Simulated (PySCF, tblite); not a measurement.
# H₁₀NO₂PSi₃, a small molecule taken as a stand-in for a surface group (Si site with back bonds O[SiH3], N[SiH3], O): NMR shifts, core binding energies and electronic excitations

What NMR shifts, core binding energies and electronic excitations should one expect for `O[Si](P)(N[SiH3])O[SiH3]`?

Programs: tblite 0.8.0 and PySCF 2.14.0. All values are calculated, for the isolated system unless a continuum is named. Atoms count from 0, parts from 1.

### Step 1. The system as given

17 atoms, charge 0, multiplicity 1; geometry: distance geometry start.

### Step 2. Relaxing the cluster with GFN2-xTB

Job settings and geometry (Å):

```
{"job": {"kind": "relax", "xc": "GFN2-xTB", "basis": "xTB"}, "charge": 0, "multiplicity": 1}
Si     2.054160     0.622358    -0.231768
O      1.506029    -0.666351    -1.266274
Si     0.220557    -1.830615    -0.838625
N      0.851817     1.993172    -0.253383
Si     0.889808     3.091770     1.207973
O      2.247122     0.013002     1.404591
P      3.971601     1.351690    -0.968681
H     -0.423418    -2.296209    -2.016131
H     -0.708009    -1.238968     0.035428
H      0.810858    -2.960274    -0.175226
H      0.714342     2.438905    -1.143011
H     -0.431090     3.609294     1.418661
H      1.294412     2.352537     2.354461
H      1.797704     4.159419     0.991422
H      1.979939     0.489957     2.236050
H      4.006570     1.688140    -2.294670
H      4.694284     2.162800    -0.109876
```

With the program's defaults for keys left out, this is: GFN2-xTB geometry optimisation, gas phase.

Run with:

```sh
> OMP_NUM_THREADS=1 python cluster_run.py task.json out
```

One launch serves the whole session: the jobs run in the order shown.

**Question.** The jobs that follow are: PBE0-D3(BJ)/def2-SVP geometry optimisation, gas phase; GIAO PBE0/pcSseg-1 NMR shielding, non-relativistic, gas phase; delta-SCF UKS SCAN, pcX-2 on the ionised atom, pcseg-1 elsewhere, spin-free X2C; TDDFT CAM-B3LYP/def2-SVPD, vertical, gas phase, core orbitals frozen in the response. Predict: point group; rotational constants (main isotopes); ¹H shifts against TMS (PBE0/pcSseg-1); ²⁹Si shifts against TMS (PBE0/pcSseg-1); ¹⁷O shifts against H2O (PBE0/pcSseg-1); ¹⁵N shifts against NH3 (PBE0/pcSseg-1); ³¹P shifts against H3PO4 (PBE0/pcSseg-1); O1s binding energies, SCAN/pcX-2; Si2p binding energies, SCAN/pcX-2 (standing for 1 of 3 atoms); N1s binding energies, SCAN/pcX-2; P2p binding energies, SCAN/pcX-2; lowest singlet (CAM-B3LYP/def2-SVPD); brightest single state of those computed; lowest triplet; vertical ionisation energy (ΔSCF).

The runs gave:

| quantity | value |
| --- | --- |
| point group | C1 |
| rotational constants (main isotopes) | 1.70, 0.70, 0.60 GHz |
| ¹H shifts against TMS (PBE0/pcSseg-1) | 5.09, 4.98, 4.85, 4.65, 4.60, 4.59, 1.84, 1.84, 1.40, 0.47 ppm |
| ²⁹Si shifts against TMS (PBE0/pcSseg-1) | -18.7, -38.2, -56.7 ppm |
| ¹⁷O shifts against H2O (PBE0/pcSseg-1) | 83.1, 66.0 ppm |
| ¹⁵N shifts against NH3 (PBE0/pcSseg-1) | 35.9 ppm |
| ³¹P shifts against H3PO4 (PBE0/pcSseg-1) | -278.2 ppm |
| O1s binding energies, SCAN/pcX-2 | O5 538.45, O1 537.83 eV |
| Si2p binding energies, SCAN/pcX-2 (standing for 1 of 3 atoms) | Si0 107.94 eV |
| N1s binding energies, SCAN/pcX-2 | N3 404.26 eV |
| P2p binding energies, SCAN/pcX-2 | P6 136.47 eV |
| lowest singlet (CAM-B3LYP/def2-SVPD) | 6.29 eV (197 nm), f = 0.036 |
| brightest single state of those computed | state 4, 7.34 eV, f = 0.101 |
| lowest triplet | 5.72 eV |
| vertical ionisation energy (ΔSCF) | 9.21 eV |

What this shows: The start of the PBE0/def2-SVP relaxation was shaken at random by about 0.01 Å, so part of the energy gained, and of the first lengths quoted, undoes that. Over 13 steps the energy fell by 0.387 eV; of the close pairs, Si0–O5 changed most, 1.596 to 1.656 Å (PBE0/def2-SVP). Hydrogens of an XH3 group are listed apart at this fixed geometry; free rotation makes them one line at their mean. At PBE0/pcSseg-1: Shielding is most anisotropic at Si2 (span 116 ppm, paramagnetic term -488 ppm). At SCAN/pcX-2: O5 (oxygen bonded to Si, H) binds its O1s electron 0.62 eV more tightly than O1 (oxygen bonded to 2 Si). The first singlet state (HOMO→LUMO 0.83) lies at 6.29 eV and is weak; of the 6 states computed, the strongest absorption comes from state 4 at 7.34 eV. The lowest triplet lies 0.57 eV below the lowest singlet (triplets in Tamm-Dancoff, singlets in full TDDFT). The orbital energy would give 8.53 eV for ionisation, ΔSCF gives 9.21 eV. A capped cluster stands for the solid here, so long-range fields and strain are missing, and bands or shifts of the capping hydrogens have no counterpart in it.
